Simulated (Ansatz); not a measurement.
# WS (Pm-3m) in Ansatz: reference runs

How does WS come out in PBE? The cell is run as given and disturbed.

All numbers are computed with Ansatz 0.2.0; they aren't measurements. Logs are shortened: lines on timing, memory, paths and dates and some standing lists are left out, and cuts for length are marked.

## Step 1: The structure

Symmetry: Pm-3m, No. 221, cubic system. Conventional cell: a = 3.445 Å, b = 3.445 Å, c = 3.445 Å, α = 90.00°, β = 90.00°, γ = 90.00°. W (site symmetry m-3m) is surrounded by 8 S at 2.98 Å. S (site symmetry m-3m) is surrounded by 8 W at 2.98 Å.

The cell was built by a generator and needn't be a form met in nature.

## Step 2: Single point, PBE

File input.yaml:

```yaml
crystal:
  lattice:
    - [3.44484848, 0.0, 0.0]
    - [0.0, 3.44484848, 0.0]
    - [0.0, 0.0, 3.44484848]
  atoms:
    - { symbol: W, position: [0.5, 0.5, 0.5] }
    - { symbol: S, position: [0.0, 0.0, 0.0] }
kpoints:
  mp_grid: { grid: [8, 8, 8] }
scf:
  occupations: { method: fermi_dirac, width: 0.05 }
hamiltonian:
  xc: pbe
  pseudopotentials: { kind: all_electron, lapw: { basis_error: 0.001 } }
output:
  forces: true
  stress: true
  eigenvalues: true
  populations: true
```

Potentials or basis: all-electron LAPW, scalar-relativistic.

Run with:

```bash
ansatz run input.yaml --threads 1 --pin off --max-ram 3072MiB --backend cpu --events-out ev --progress --plain --runs-dir out
```

Output:

```text
Warning: RAYON_NUM_THREADS=1 ignored (pool sized by the plan → 1); use --threads N
W: projections on atomic orbitals take those of the free atom 1s2 2s2 2p6 3s2 3p6 3d10 4s2 4p6 4d10 4f14 5s2 5p6 5d4 6s2, of charge +0.00 (hamiltonian.pseudopotentials.projection_atoms)
S: projections on atomic orbitals take those of the free atom 1s2 2s2 2p6 3s2 3p4, of charge +0.00 (hamiltonian.pseudopotentials.projection_atoms)
LAPW: plane waves up to 6.794 Å⁻¹, error target 1.0e-3 eV per atom; small_component_spin mean_spin; S in spheres of 1.317 Å, 14 of its electrons in bands, Dirac shells []; W in spheres of 1.666 Å, 38 of its electrons in bands, Dirac shells [] (how accurate: hamiltonian.pseudopotentials.lapw.basis_error, Limitations)
Engine: ansatz 0.2.0, aarch64-unknown-linux-gnu
Pseudopotentials: kind: all_electron
Pseudopotential: W, LAPW, valence charge 38, lapw/all_electron/scalar/gaussian/W, Koelling and Harmon's equation, gaussian nucleus
Pseudopotential: S, LAPW, valence charge 14, lapw/all_electron/scalar/gaussian/S, Koelling and Harmon's equation, gaussian nucleus
Functional definition: PBE
  parameter kappa = 0.804
  parameter beta = 0.06672455060314922
  exchange = pbe_x(kappa = kappa, mu = beta*pi^2/3)
  correlation = pbe_c(beta = beta)
Crystal: 2 atoms, lattice volume = 40.880 Å³
Basis set: ecut = 175.85548815896894 eV, 203 PW (Γ), exchange–correlation at level 2
Bands: 32, of which v1, the nominal top of the filled ones, is band 26 counted from 1 (25 counted from 0)
Symmetry: 48 space group operations
Space group: Pm-3m (ITA 221), of the structure as read, at distance tolerance 3.4e-5 Å
k-points: 35 of 512
Non-local potential: W, projectors of the file, none
Non-local potential: S, projectors of the file, none
Initial density: superposition of atomic densities (chi_scale 0.1, normalization cell, long waves kept (reshape's long-wave potential 0.00 eV rms))
Initial wavefunctions: plane waves of lowest kinetic energy (no species holds an atomic orbital)
Functional: x = pbe(κ = 0.804, μ = 0.2195149727645171), c = pbe(β = 0.06672455060314922)
iter 1 solved again at ethr=4.40e-4 eV; its pass at ethr=1.00e-1 eV (dr2=2.29e-1 eV) is discarded
SCF iter   1: F=—  HF=-450062.294279 eV  |F-HF|=—  |Δ(HF+E_count)|=         —  Δρ=1.91e-2  dr2=2.29e-1  ethr=4.40e-4  ⟨swp⟩=2.5  Hψ=7119  notcnv=0
preconditioner: auto → Kerker (q_TF=auto, 2.840 Å⁻¹)  [metal: Δε(μ)=0.069 eV  Ē_g=20.841 eV  σ=0.050 eV  W_gap=0.33  n_scr=18 (ndim 8)  ℏωp=29.6 eV  f_vac=0.000  D(μ)=3.13/eV (n_scr^D=32)]
SCF iter   2: F=—  HF=-450062.173290 eV  |F-HF|=—  |Δ(HF+E_count)|=   1.21e-1  Δρ=7.50e-3  dr2=2.95e-2  ethr=4.40e-4  ⟨swp⟩=2.0  Hψ=3492  notcnv=0
SCF iter   3: F=—  HF=-450062.139697 eV  |F-HF|=—  |Δ(HF+E_count)|=   3.36e-2  Δρ=6.02e-3  dr2=1.81e-2  ethr=5.67e-5  ⟨swp⟩=2.0  Hψ=3481  notcnv=0
SCF iter   4: F=—  HF=-450062.140919 eV  |F-HF|=—  |Δ(HF+E_count)|=         —  Δρ=3.17e-3  dr2=6.59e-3  ethr=3.49e-5  ⟨swp⟩=2.0  Hψ=3347  notcnv=0
the basis was enlarged: its passes take 923.3 KiB over the memory plan, 1 of 1 planned eigensolver slots
SCF iter   5: F=—  HF=-450062.141912 eV  |F-HF|=—  |Δ(HF+E_count)|=   9.93e-4  Δρ=1.27e-3  dr2=1.32e-3  ethr=1.27e-5  ⟨swp⟩=2.0  Hψ=3205  notcnv=0
SCF iter   6: F=—  HF=-450062.141732 eV  |F-HF|=—  |Δ(HF+E_count)|=   1.80e-4  Δρ=5.86e-4  dr2=2.50e-4  ethr=2.54e-6  ⟨swp⟩=2.0  Hψ=3345  notcnv=0
SCF iter   7: F=—  HF=-450062.141742 eV  |F-HF|=—  |Δ(HF+E_count)|=   9.59e-6  Δρ=2.53e-4  dr2=4.24e-5  ethr=4.82e-7  ⟨swp⟩=2.0  Hψ=3347  notcnv=0
iter 8 solved again at ethr=6.31e-9 eV; its pass at ethr=8.15e-8 eV (dr2=3.28e-6 eV) is discarded
SCF iter   8: F=—  HF=-450062.141744 eV  |F-HF|=—  |Δ(HF+E_count)|=   2.12e-6  Δρ=7.06e-5  dr2=3.28e-6  ethr=6.31e-9  ⟨swp⟩=2.0  Hψ=5644  notcnv=0
SCF iter   9: F=—  HF=-450062.141744 eV  |F-HF|=—  |Δ(HF+E_count)|=   2.00e-7  Δρ=2.20e-5  dr2=3.31e-7  ethr=6.31e-9  ⟨swp⟩=2.0  Hψ=3347  notcnv=0
SCF iter  10: F=-450062.141744 eV  HF=-450062.141744 eV  |F-HF|=6.59e-8  |Δ(HF+E_count)|=   7.93e-8  Δρ=7.35e-6  dr2=3.87e-8  ethr=6.37e-10  ⟨swp⟩=2.0  Hψ=3347  notcnv=0
SCF 1 converged in 10 iterations: F = -450062.141744 eV  dr2 = 3.87e-8
SCF converged after 10 iterations
Free energy (F): -450062.141744 eV
Harris-Foulkes:  -450062.141744 eV  (|F-HF|=6.59e-8)
Internal energy: -450062.112378 eV  (E = F + TS)
E sigma→0 (E₀):  -450062.127061 eV
Entropy (-TS):   -0.029366 eV (-14.683 meV/atom)
Fermi energy:    14.977967 eV
--- Per-component energies (eV) ---
  E_band       = -3735.457740
  E_kinetic    = 502761.042569
  E_xc         = -9524.169807
  E_electrostatic = -943298.985140  (all electrons and nuclei)
  E_smearing   = -0.029366  (= −TS)
  E_closure    = 0.000000  (closes the sum)
  E_atoms      = -450049.371064  (free atoms, spherical and without spin; not in F)
  Σ components = -450062.141744   (vs F -450062.141744, Δ=0.00e0)
  Basis errors (estimates in eV, not in F): energy 3.0e-4 per atom: plane waves 2.6e-4 (1.4e-4 summed), levels above the bands 3.0e-46, relativity 4.3e-8, radial functions 4.1e-5, core shells 4.7e-9; eigenvalues (radial functions only) 2.0e-6; not estimated: angular momenta, meshes, grids; target (lapw.basis_error) 1.0e-3; muffin-tin radii S 1.317 Å, W 1.666 Å
--- Forces (eV/Å), atoms counted from 1 ---
  atom   1  W      0.00000000    -0.00000000    -0.00000000
  atom   2  S     -0.00000000     0.00000000     0.00000000
  max |Σ_I F_I| component: 2.47e-32 eV/Å
--- Stress (GPa, compression-positive) ---
      -35.530419       0.000000       0.000000
        0.000000     -35.530419       0.000000
        0.000000       0.000000     -35.530419
  P = ⅓ Tr σ = -35.5304 GPa (-355.304 kbar)
--- Band table (eV; the first three rows and the last of 35) ---
  k-point 0: bands = ["-219.0346", "-219.0346", "-219.0346", "-219.0075", "-219.0075", "-192.1806", "-136.9841", "-136.9841", "-136.9841", "-59.7967", "-23.9097", "-23.9097", "-23.9097", "-14.1919", "-14.1725", "-14.1725", "-14.1725", "-14.1544", "-14.1544", "-14.1544", "0.4879", "12.5262", "12.5262", "12.6283", "12.6283", "12.6283", "14.0525", "15.6474", "15.6474", "15.6474", "23.4602", "23.4602"]
  k-point 1: bands = ["-219.0346", "-219.0346", "-219.0346", "-219.0075", "-219.0075", "-192.1806", "-136.9841", "-136.9841", "-136.9841", "-59.7964", "-23.9216", "-23.9087", "-23.9087", "-14.1919", "-14.1726", "-14.1723", "-14.1723", "-14.1549", "-14.1543", "-14.1543", "0.6083", "11.0633", "12.4785", "12.4785", "12.6063", "13.2115", "15.2032", "15.6840", "15.8669", "15.8669", "22.9749", "23.7246"]
  k-point 2: bands = ["-219.0346", "-219.0346", "-219.0346", "-219.0075", "-219.0075", "-192.1806", "-136.9841", "-136.9841", "-136.9841", "-59.7956", "-23.9504", "-23.9063", "-23.9063", "-14.1920", "-14.1727", "-14.1720", "-14.1720", "-14.1561", "-14.1541", "-14.1541", "0.9277", "9.4205", "12.1653", "12.1653", "12.8133", "14.1769", "15.7750", "16.3967", "16.3967", "16.6375", "21.9710", "23.4536"]
  k-point 34: bands = ["-219.0346", "-219.0346", "-219.0346", "-219.0075", "-219.0075", "-192.1806", "-136.9841", "-136.9841", "-136.9841", "-59.7900", "-23.9734", "-23.9734", "-23.9734", "-14.1933", "-14.1707", "-14.1707", "-14.1707", "-14.1564", "-14.1564", "-14.1564", "2.5850", "9.2556", "9.2556", "9.2556", "16.8773", "16.8773", "17.3401", "17.3401", "17.3401", "17.7945", "17.7945", "17.7945"]
--- Löwdin populations: 2 sites ---
  site symbol       q [e]
     0      W     73.5576
     1      S     16.2660
  spilling = 0.001961 (of n_electrons = 90.000000)
```

Run time: 11 s. Hardware: 1 thread of Arm Neoverse V2, shared host; peak memory 0.29 GiB.

What came out:

```yaml
Free_energy: -450062.1417 eV
Pressure: -35.5 GPa
Band_gap_on_the_k_mesh: none (metal or under the smearing width)
Loewdin_charges: W +0.44; S -0.27 e
```

Caveat: the atomic charges don't sum to the cell's charge; a pressure of tens of GPa on the cell as given is suspect, and the run, the potentials or the cell itself is likely at fault.

## Step 3: Single point, PBE (atoms moved at random, drawn with an rms of 0.05 Å)

input.yaml, as its differences from that of step 2:

```diff
@@ -6,4 +6,4 @@
   atoms:
-    - { symbol: W, position: [0.5, 0.5, 0.5] }
-    - { symbol: S, position: [0.0, 0.0, 0.0] }
+    - { symbol: W, position: [0.502603, 0.495352, 0.500497] }
+    - { symbol: S, position: [0.012587, 0.002065, 3.9e-05] }
 kpoints:
```

Potentials or basis: all-electron LAPW, scalar-relativistic.

Run with:

```bash
ansatz run input.yaml --threads 1 --pin off --max-ram 3072MiB --backend cpu --events-out ev --progress --plain --runs-dir out
```

Output:

```text
Warning: RAYON_NUM_THREADS=1 ignored (pool sized by the plan → 1); use --threads N
W: projections on atomic orbitals take those of the free atom 1s2 2s2 2p6 3s2 3p6 3d10 4s2 4p6 4d10 4f14 5s2 5p6 5d4 6s2, of charge +0.00 (hamiltonian.pseudopotentials.projection_atoms)
S: projections on atomic orbitals take those of the free atom 1s2 2s2 2p6 3s2 3p4, of charge +0.00 (hamiltonian.pseudopotentials.projection_atoms)
LAPW: plane waves up to 6.870 Å⁻¹, error target 1.0e-3 eV per atom; small_component_spin mean_spin; S in spheres of 1.300 Å, 14 of its electrons in bands, Dirac shells []; W in spheres of 1.649 Å, 38 of its electrons in bands, Dirac shells [] (how accurate: hamiltonian.pseudopotentials.lapw.basis_error, Limitations)
[... 9 set-up lines as earlier in the session ...]
Crystal: 2 atoms, lattice volume = 40.880 Å³
Basis set: ecut = 179.81163772389377 eV, 251 PW (Γ), exchange–correlation at level 2
Bands: 32, of which v1, the nominal top of the filled ones, is band 26 counted from 1 (25 counted from 0)
Symmetry: 1 space group operations
Space group: P1 (ITA 1), of the structure as read, at distance tolerance 3.4e-5 Å
k-points: 260 of 512 (time reversal used)
[... 5 set-up lines as earlier in the session ...]
iter 1 solved again at ethr=4.68e-4 eV; its pass at ethr=1.00e-1 eV (dr2=2.43e-1 eV) is discarded
SCF iter   1: F=—  HF=-450062.297613 eV  |F-HF|=—  |Δ(HF+E_count)|=         —  Δρ=1.97e-2  dr2=2.44e-1  ethr=4.68e-4  ⟨swp⟩=2.3  Hψ=52602  notcnv=0
preconditioner: auto → Kerker (q_TF=auto, 2.840 Å⁻¹)  [metal: Δε(μ)=0.067 eV  Ē_g=20.842 eV  σ=0.050 eV  W_gap=0.32  n_scr=18 (ndim 8)  ℏωp=29.6 eV  f_vac=0.000  D(μ)=3.13/eV (n_scr^D=32)]
SCF iter   2: F=—  HF=-450062.173374 eV  |F-HF|=—  |Δ(HF+E_count)|=   1.24e-1  Δρ=7.52e-3  dr2=2.78e-2  ethr=4.68e-4  ⟨swp⟩=2.0  Hψ=26181  notcnv=0
SCF iter   3: F=—  HF=-450062.143405 eV  |F-HF|=—  |Δ(HF+E_count)|=   3.00e-2  Δρ=6.31e-3  dr2=2.03e-2  ethr=5.35e-5  ⟨swp⟩=2.0  Hψ=25935  notcnv=0
SCF iter   4: F=—  HF=-450062.144470 eV  |F-HF|=—  |Δ(HF+E_count)|=         —  Δρ=3.33e-3  dr2=7.32e-3  ethr=3.91e-5  ⟨swp⟩=2.0  Hψ=24895  notcnv=0
the basis was enlarged: its passes take 355.2 KiB over the memory plan, 1 of 1 planned eigensolver slots
SCF iter   5: F=—  HF=-450062.145448 eV  |F-HF|=—  |Δ(HF+E_count)|=   9.78e-4  Δρ=1.32e-3  dr2=1.41e-3  ethr=1.41e-5  ⟨swp⟩=2.0  Hψ=23633  notcnv=0
SCF iter   6: F=—  HF=-450062.145238 eV  |F-HF|=—  |Δ(HF+E_count)|=   2.10e-4  Δρ=5.96e-4  dr2=2.36e-4  ethr=2.71e-6  ⟨swp⟩=2.0  Hψ=24897  notcnv=0
SCF iter   7: F=—  HF=-450062.145250 eV  |F-HF|=—  |Δ(HF+E_count)|=   1.19e-5  Δρ=2.57e-4  dr2=4.30e-5  ethr=4.54e-7  ⟨swp⟩=2.0  Hψ=24897  notcnv=0
iter 8 solved again at ethr=6.45e-9 eV; its pass at ethr=8.26e-8 eV (dr2=3.35e-6 eV) is discarded
SCF iter   8: F=—  HF=-450062.145253 eV  |F-HF|=—  |Δ(HF+E_count)|=   2.31e-6  Δρ=7.02e-5  dr2=3.36e-6  ethr=6.45e-9  ⟨swp⟩=2.0  Hψ=41994  notcnv=0
SCF iter   9: F=—  HF=-450062.145253 eV  |F-HF|=—  |Δ(HF+E_count)|=   1.04e-7  Δρ=2.19e-5  dr2=3.26e-7  ethr=6.45e-9  ⟨swp⟩=2.0  Hψ=24897  notcnv=0
SCF iter  10: F=—  HF=-450062.145253 eV  |F-HF|=—  |Δ(HF+E_count)|=   7.59e-8  Δρ=7.74e-6  dr2=4.36e-8  ethr=6.28e-10  ⟨swp⟩=2.0  Hψ=24897  notcnv=0
SCF iter  11: F=-450062.145253 eV  HF=-450062.145253 eV  |F-HF|=1.84e-8  |Δ(HF+E_count)|=   1.25e-8  Δρ=2.80e-6  dr2=6.46e-9  ethr=8.38e-11  ⟨swp⟩=2.0  Hψ=24897  notcnv=0
SCF 1 converged in 11 iterations: F = -450062.145253 eV  dr2 = 6.46e-9
SCF converged after 11 iterations
Free energy (F): -450062.145253 eV
Harris-Foulkes:  -450062.145253 eV  (|F-HF|=1.84e-8)
Internal energy: -450062.115947 eV  (E = F + TS)
E sigma→0 (E₀):  -450062.130600 eV
Entropy (-TS):   -0.029305 eV (-14.653 meV/atom)
Fermi energy:    14.977163 eV
--- Per-component energies (eV) ---
  E_band       = -3735.432845
  E_kinetic    = 502761.046611
  E_xc         = -9524.175283
  E_electrostatic = -943298.987275  (all electrons and nuclei)
  E_smearing   = -0.029305  (= −TS)
  E_closure    = 0.000000  (closes the sum)
  E_atoms      = -450049.371064  (free atoms, spherical and without spin; not in F)
  Σ components = -450062.145253   (vs F -450062.145253, Δ=0.00e0)
  Basis errors (estimates in eV, not in F): energy 3.1e-4 per atom: plane waves 2.7e-4 (1.4e-4 summed), levels above the bands 3.0e-46, relativity 6.0e-8, radial functions 4.0e-5, core shells 6.8e-9; eigenvalues (radial functions only) 1.6e-6; not estimated: angular momenta, meshes, grids; target (lapw.basis_error) 1.0e-3; muffin-tin radii S 1.300 Å, W 1.649 Å
--- Forces (eV/Å), atoms counted from 1 ---
  atom   1  W     -0.13875762    -0.09335839     0.00637249
  atom   2  S      0.13875689     0.09335786    -0.00637240
  max |Σ_I F_I| component: 7.23e-7 eV/Å
--- Stress (GPa, compression-positive) ---
      -35.484024       0.015398      -0.001047
        0.015398     -35.509969      -0.000704
       -0.001047      -0.000704     -35.531591
  P = ⅓ Tr σ = -35.5085 GPa (-355.085 kbar)
--- Band table (eV; the first three rows and the last of 260) ---
  k-point 0: bands = ["-219.0336", "-219.0332", "-219.0332", "-219.0062", "-219.0061", "-192.1809", "-136.9844", "-136.9844", "-136.9842", "-59.7955", "-23.9091", "-23.9088", "-23.9082", "-14.1905", "-14.1713", "-14.1713", "-14.1710", "-14.1532", "-14.1532", "-14.1531", "0.4866", "12.4353", "12.4914", "12.6242", "12.6595", "12.7228", "14.0534", "15.6476", "15.6502", "15.6522", "23.4457", "23.4583"]
  k-point 1: bands = ["-219.0336", "-219.0332", "-219.0332", "-219.0062", "-219.0061", "-192.1809", "-136.9844", "-136.9844", "-136.9842", "-59.7952", "-23.9210", "-23.9078", "-23.9073", "-14.1906", "-14.1713", "-14.1712", "-14.1709", "-14.1537", "-14.1531", "-14.1530", "0.6070", "11.0607", "12.4127", "12.4724", "12.6741", "13.2148", "15.2013", "15.6818", "15.8683", "15.8764", "22.9618", "23.7223"]
  k-point 2: bands = ["-219.0336", "-219.0332", "-219.0332", "-219.0062", "-219.0061", "-192.1809", "-136.9844", "-136.9844", "-136.9842", "-59.7944", "-23.9498", "-23.9054", "-23.9049", "-14.1907", "-14.1715", "-14.1708", "-14.1705", "-14.1549", "-14.1528", "-14.1527", "0.9263", "9.4191", "12.1580", "12.1620", "12.8223", "14.1752", "15.7734", "16.3956", "16.4048", "16.6362", "21.9621", "23.4540"]
  k-point 259: bands = ["-219.0336", "-219.0332", "-219.0332", "-219.0062", "-219.0061", "-192.1809", "-136.9844", "-136.9844", "-136.9842", "-59.7888", "-23.9729", "-23.9725", "-23.9720", "-14.1920", "-14.1696", "-14.1695", "-14.1692", "-14.1552", "-14.1552", "-14.1551", "2.5822", "9.2549", "9.2551", "9.2568", "16.8774", "16.8781", "17.2977", "17.3004", "17.3403", "17.7950", "17.8384", "17.8418"]
--- Löwdin populations: 2 sites ---
  site symbol       q [e]
     0      W     73.5578
     1      S     16.2657
  spilling = 0.001962 (of n_electrons = 90.000000)
```

Wall time 1.7 min (1 thread of Arm Neoverse V2, shared host); peak memory 0.64 GiB.

Results:

```yaml
Free_energy: -450062.1453 eV
Pressure: -35.5 GPa
Largest_force: 0.167 eV/Å
Band_gap_on_the_k_mesh: none (metal or under the smearing width)
Loewdin_charges: W +0.44; S -0.27 e
```

Forces on the atoms (eV/Å):
```
W   -0.139 -0.093  0.006
S    0.139  0.093 -0.006
```

Caveat: the atomic charges don't sum to the cell's charge; the cell as given lies far from equilibrium. Spin-orbit coupling is left out, which matters for the levels of W.
